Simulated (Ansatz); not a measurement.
# CH₄Cl₂OSSi: a ladder of functionals and wavefunction methods

The task here is to estimate one member of a computed series from the others.

The runs use Ansatz 0.2.0, Gaussian basis; functionals in def2-TZVPP, the program's frozen cores in correlated methods.

Plan: PBE-D4, r2SCAN-D4, PBE0-D4, B3LYP-D4, ωB97X-V, ωB97M-V, B2PLYP; CCSD(T)/def2-TZVPP; MP2/def2-QZVPP; extrapolation to the limit.

## Structure used throughout

An earlier PBE0-D4 in a triple-zeta def2 set relaxation fixed the geometry.

SMILES `CO[Si](S)(Cl)Cl`, 10 atoms, charge 0, spin multiplicity 1.

Atoms are counted from 1 here; the program's logs count them from 0.

Bond lengths: C1–O2 1.417 Å, C1–H7 1.094 Å, C1–H8 1.090 Å, C1–H9 1.093 Å, O2–Si3 1.614 Å, Si3–S4 2.116 Å, Si3–Cl5 2.028 Å, Si3–Cl6 2.045 Å, S4–H10 1.344 Å. Angles: O2–C1–H7 111.2°, O2–C1–H8 107.5°, O2–C1–H9 110.6°, H7–C1–H8 109.1°, H7–C1–H9 109.1°, H8–C1–H9 109.2°, C1–O2–Si3 125.6°, O2–Si3–S4 108.7°, O2–Si3–Cl5 106.4°, O2–Si3–Cl6 111.4°, S4–Si3–Cl5 112.9°, S4–Si3–Cl6 109.6°, Cl5–Si3–Cl6 108.0°, Si3–S4–H10 93.7°.

The first run:

in.yaml reads:

```yaml
crystal:
  periodic: [false, false, false]
  atoms:
    - {symbol: C, position_ang: [0.317348, -1.348853, -0.991272]}
    - {symbol: O, position_ang: [0.723500, -0.720424, 0.212312]}
    - {symbol: Si, position_ang: [-0.003100, 0.543546, 0.904403]}
    - {symbol: S, position_ang: [0.195674, 2.219879, -0.370726]}
    - {symbol: Cl, position_ang: [0.899473, 0.807824, 2.701545]}
    - {symbol: Cl, position_ang: [-1.985950, 0.171830, 1.242292]}
    - {symbol: H, position_ang: [0.260771, -0.630260, -1.813633]}
    - {symbol: H, position_ang: [1.060460, -2.108568, -1.231434]}
    - {symbol: H, position_ang: [-0.657488, -1.826889, -0.866397]}
    - {symbol: H, position_ang: [-0.810686, 2.891914, 0.212909]}
basis:
  gaussian: {orbitals: def2-TZVPP}
hamiltonian: {xc: pbe, dispersion: d4}
output: {forces: true, orbitals: {seedname: orbitals}}
```

Launch:

```sh
$ ansatz run in.yaml --threads 2 --pin off --events-out ev --progress --plain --max-ram 22528MiB --backend cuda --devices 0, --max-vram 18GiB
```

Among the steps run: PBE-D4 (GGA); r2SCAN-D4 (meta-GGA); PBE0-D4 (hybrid); B3LYP-D4 (hybrid); ωB97X-V (range-separated); ωB97M-V (range-separated); B2PLYP (double hybrid); CCSD(T) in def2-TZVPP; MP2 in def2-QZVPP.

One of the session's tables, all rows but one given; the rest of the session is left out.

It belongs to the step «Atomisation energies». 

```
            method  atomisation energy (kJ/mol)
            PBE-D4                       3679.0
         r2SCAN-D4                       3640.4
           PBE0-D4                       3618.4
          B3LYP-D4                       3585.3
           ωB97X-V                       3637.8
           ωB97M-V                       3643.7
            B2PLYP                       3550.6
     HF/def2-TZVPP                       2612.3
    MP2/def2-TZVPP                       3608.2
   CCSD/def2-TZVPP                            ?
CCSD(T)/def2-TZVPP                       3506.2
           MP2/CBS                       3728.0
       CCSD(T)/CBS                       3626.0
```

**Question.** Estimate the row for CCSD/def2-TZVPP.

The run gave: atomisation energy (kJ/mol): 3440.6. In the column «atomisation energy (kJ/mol)» it lies between HF/def2-TZVPP (2612.3) and CCSD(T)/def2-TZVPP (3506.2).
